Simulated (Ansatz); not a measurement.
**CH5BClFGe: a ladder of functionals and wavefunction methods**

An exercise on one series of results from a longer session: the logs are not shown, and one member is left open.

The runs use Ansatz 0.2.0, Gaussian basis; functionals in def2-TZVPP, the program's frozen cores in correlated methods.

Plan: PBE-D4, r2SCAN-D4, PBE0-D4, B3LYP-D4, ωB97X-V, ωB97M-V, B2PLYP; CCSD(T)/def2-TZVPP; MP2/def2-QZVPP; extrapolation to the limit.

### Structure used throughout

All runs share one geometry, relaxed beforehand with PBE0-D4 in a triple-zeta def2 set.

SMILES `B[C](F)(Cl)[GeH3]`, 10 atoms, charge 0, spin multiplicity 1.

Atoms are counted from 1 here; the program's logs count them from 0.

Bond lengths: B1–C2 1.555 Å, B1–H6 1.192 Å, B1–H7 1.192 Å, C2–F3 1.347 Å, C2–Cl4 1.899 Å, C2–Ge5 1.981 Å, Ge5–H8 1.533 Å, Ge5–H9 1.535 Å, Ge5–H10 1.530 Å. Angles: C2–B1–H6 117.9°, C2–B1–H7 118.4°, H6–B1–H7 122.9°, B1–C2–F3 118.5°, B1–C2–Cl4 74.6°, B1–C2–Ge5 125.6°, F3–C2–Cl4 108.6°, F3–C2–Ge5 111.7°, Cl4–C2–Ge5 108.2°, C2–Ge5–H8 108.7°, C2–Ge5–H9 106.7°, C2–Ge5–H10 107.6°, H8–Ge5–H9 110.7°, H8–Ge5–H10 111.7°, H9–Ge5–H10 111.2°.

Set-up of the first run:

The input, in.yaml:

```yaml
crystal:
  periodic: [false, false, false]
  atoms:
    - {symbol: B, position_ang: [-0.441037, 1.281975, -0.938894]}
    - {symbol: C, position_ang: [-0.586155, -0.071538, -0.187535]}
    - {symbol: F, position_ang: [-1.822452, -0.569105, 0.007875]}
    - {symbol: Cl, position_ang: [-0.018518, -0.527813, -1.941603]}
    - {symbol: Ge, position_ang: [0.718398, -0.821591, 1.101240]}
    - {symbol: H, position_ang: [-1.418983, 1.757906, -1.425644]}
    - {symbol: H, position_ang: [0.592523, 1.870087, -0.853523]}
    - {symbol: H, position_ang: [0.643071, -2.351452, 1.042672]}
    - {symbol: H, position_ang: [0.311075, -0.311227, 2.490098]}
    - {symbol: H, position_ang: [2.105178, -0.308442, 0.708314]}
basis:
  gaussian: {orbitals: def2-TZVPP}
hamiltonian: {xc: pbe, dispersion: d4}
output: {forces: true, orbitals: {seedname: orbitals}}
```

On the command line:

```sh
ansatz run in.yaml --threads 4 --pin off --events-out ev --progress --plain --max-ram 10444MiB
```

Among the steps run: PBE-D4 (GGA); r2SCAN-D4 (meta-GGA); PBE0-D4 (hybrid); B3LYP-D4 (hybrid); ωB97X-V (range-separated); ωB97M-V (range-separated); B2PLYP (double hybrid); CCSD(T) in def2-TZVPP; MP2 in def2-QZVPP.

One table of the session follows, with a row left open; its other results are not shown here.

It belongs to the step «Atomisation energies». 

```
            method  atomisation energy (kcal/mol)
            PBE-D4                              ?
         r2SCAN-D4                          760.5
           PBE0-D4                          754.7
          B3LYP-D4                          749.7
           ωB97X-V                          756.7
           ωB97M-V                          754.2
            B2PLYP                          742.0
     HF/def2-TZVPP                          541.5
    MP2/def2-TZVPP                          747.5
   CCSD/def2-TZVPP                          721.4
CCSD(T)/def2-TZVPP                          734.9
           MP2/CBS                          764.4
       CCSD(T)/CBS                          751.8
```

Q: Estimate the row for PBE-D4 from the others.

The run gave: atomisation energy (kcal/mol): 769.3. In the column «atomisation energy (kcal/mol)» it is the highest.
